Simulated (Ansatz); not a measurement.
**C: a line through a two-coordinate scan**

One line of a two-coordinate grid on C (Fd-3m, No. 227; 2 atoms in the cell): c/a of the conventional cell is varied, at volume per atom = 5.770 Å³.

Method: DFT LDA, scalar-relativistic, plane waves, PAW, in Ansatz 0.2.0.

72 further runs of the same task are left out: 72 set aside as unsound or not needed.

### Step 1. The starting structure

The structure is cubic, space group Fd-3m (No. 227). The conventional cell has a = 3.532 Å, b = 3.532 Å, c = 3.532 Å, α = 90.00°, β = 90.00°, γ = 90.00°. C (site symmetry -43m) has 4 C at 1.53 Å as nearest neighbours.

Coordinates:

```xyz
2
Lattice="0.0000 1.7658 1.7658 1.7658 0.0000 1.7658 1.7658 1.7658 0.0000" Properties=species:S:1:pos:R:3 pbc="T T T"
C     1.7658    1.7658    1.7658
C     2.6487    2.6487    2.6487
```

This cell was relaxed beforehand with the same method: volume 5.51 Å³/atom, gap on the mesh 4.21 eV.

### Step 2. The scan

The energy is mapped over volume and the cell's shape.

- volume per atom: 11 values from 4.845 to 6.166 Å³
- c/a of the conventional cell: 11 values from 0.886 to 1.128

Nothing else is relaxed (symmetry fixes all fractional coordinates). Energies count from the relaxed crystal. Points are written as (first, second).

### Step 3. The run at (5.770 Å³, 0.886)

Contents of input.yaml:

```yaml
crystal:
  lattice:
    - [0.0, 1.8671620936, 1.6550524798]
    - [1.8671620936, 0.0, 1.6550524798]
    - [1.8671620936, 1.8671620936, 0.0]
  atoms:
    - { symbol: C, position: [0.5, 0.5, 0.5] }
    - { symbol: C, position: [0.75, 0.75, 0.75] }
basis:
  ecutwfc: 520.0
kpoints:
  mp_grid: { grid: [12, 12, 12] }
hamiltonian:
  xc: lda
  pseudopotentials: { kind: paw, azcp: { folder: soft_1 } }
scf:
  occupations: { method: gaussian, width: 0.05 }
output:
  forces: true
  stress: true
  eigenvalues: true
```

Started as:

```console
$ ansatz run input.yaml --threads 1 --pin off --max-ram 2048MiB --backend cpu --events-out ev --progress --plain --runs-dir out
```

The session goes on with these runs: the other points of the line.

Q: Predict the outcome of this session. Wanted: for each run, c/a of the conventional cell; energy; slope; pressure.

As calculated:

```
c/a of the conventional cell  step  energy (meV/atom)  slope (meV/atom per unit)  pressure (GPa)  band gap on the k-mesh (eV)
                       0.886     3                163                      −2598          −19.85                         1.23
                       0.908     4                112                      −2088          −19.94                         1.78
                       0.930     –                 72                      −1571          −20.01                         2.34
                       0.953     5                 42                      −1051          −20.07                         2.91
                       0.976     6                 23                       −525          −20.11                         3.49
                       1.000     7                 17                          0          −20.13                         4.09
                       1.024     8                 24                        526          −20.11                         3.79
                       1.049     –                 43                       1051          −20.06                         3.49
                       1.075     9                 77                       1573          −19.96                         3.19
                       1.101    10                125                       2092          −19.80                         2.90
                       1.128    11                189                       2604          −19.59                         2.61
```

Energies count from the relaxed crystal. Rows without a step come from runs not printed here or follow by symmetry. Slopes come from the forces (and the stress, where the cell changes), not from differences of energies.

The lowest point of the line is at 1.000, 17 meV/atom from the zero. A fit to energies and slopes at the lowest point and its two neighbours puts the minimum at 1.0001, with a curvature of about 22000 meV/atom per (unit)². The highest point computed, at 1.128, lies 171 meV/atom above the lowest. This is one cut through a surface in two coordinates; the map's lowest point lies off it.

The gaps are Kohn-Sham values of a semilocal functional, not quasiparticle or optical gaps. Such gaps usually fall short of the measured ones.
